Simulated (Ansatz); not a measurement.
# Br2Hg2 (Hg2(Br)2): the cost of one run

Computed with Ansatz 0.2.0. Level: DFT PBE, plane waves, PAW, molecule in a box with 9 Å of vacuum.

3 further runs of the same task are left out: 2 for a known fault of the program, 1 that didn't finish.

## (1) The system as given

4 atoms, charge 0, spin multiplicity 1.

Bond lengths: Hg1–Br3 2.443 Å, Hg1–Br4 2.443 Å. Angles: Br3–Hg1–Br4 179.4°.

Geometry (Å):

```mol
Br2Hg2
  3D, bonds by distance, orders not assigned

  4  2  0  0  0  0  0  0  0  0999 V2000
    0.0000    0.0000    1.1851 Hg  0  0
   -0.0000   -0.0000   -3.2746 Hg  0  0
    2.4434   -0.0000    1.1971 Br  0  0
   -2.4434    0.0000    1.1971 Br  0  0
  1  3  8  0
  1  4  8  0
M  END
```

Formal oxidation states: Hg +1. An earlier session relaxed this geometry at B3LYP, Hg def2-SVP with ECP60, Br def2-SVP (singlet, point group C2v).

## (2) Scalar-relativistic

File input.yaml:

```yaml
crystal:
  lattice:
    - [13.89, 0.0, 0.0]
    - [0.0, 9.0, 0.0]
    - [0.0, 0.0, 13.47]
  atoms:
    - { symbol: Hg, position: [0.49988625, 0.5, 0.66516184] }
    - { symbol: Hg, position: [0.49988625, 0.5, 0.33407572] }
    - { symbol: Br, position: [0.67579914, 0.5, 0.66605048] }
    - { symbol: Br, position: [0.32397408, 0.5, 0.66605048] }
basis:
  ecutwfc: 420
  ecutrho_ratio: 4
kpoints:
  mp_grid: { grid: [1, 1, 1] }
hamiltonian:
  xc: pbe
scf:
  occupations: { method: gaussian, width: 0.01 }
output:
  forces: true
  eigenvalues: true
  populations: true
```

The run is started by

```
$ ansatz run input.yaml --threads 2 --pin off --max-ram 5120MiB --backend cpu --events-out ev --progress --plain --runs-dir out
```

What time and memory should one allow on 2 threads of Arm Neoverse V1, shared host?

About 4.3 s, with a peak of 0.92 GiB.
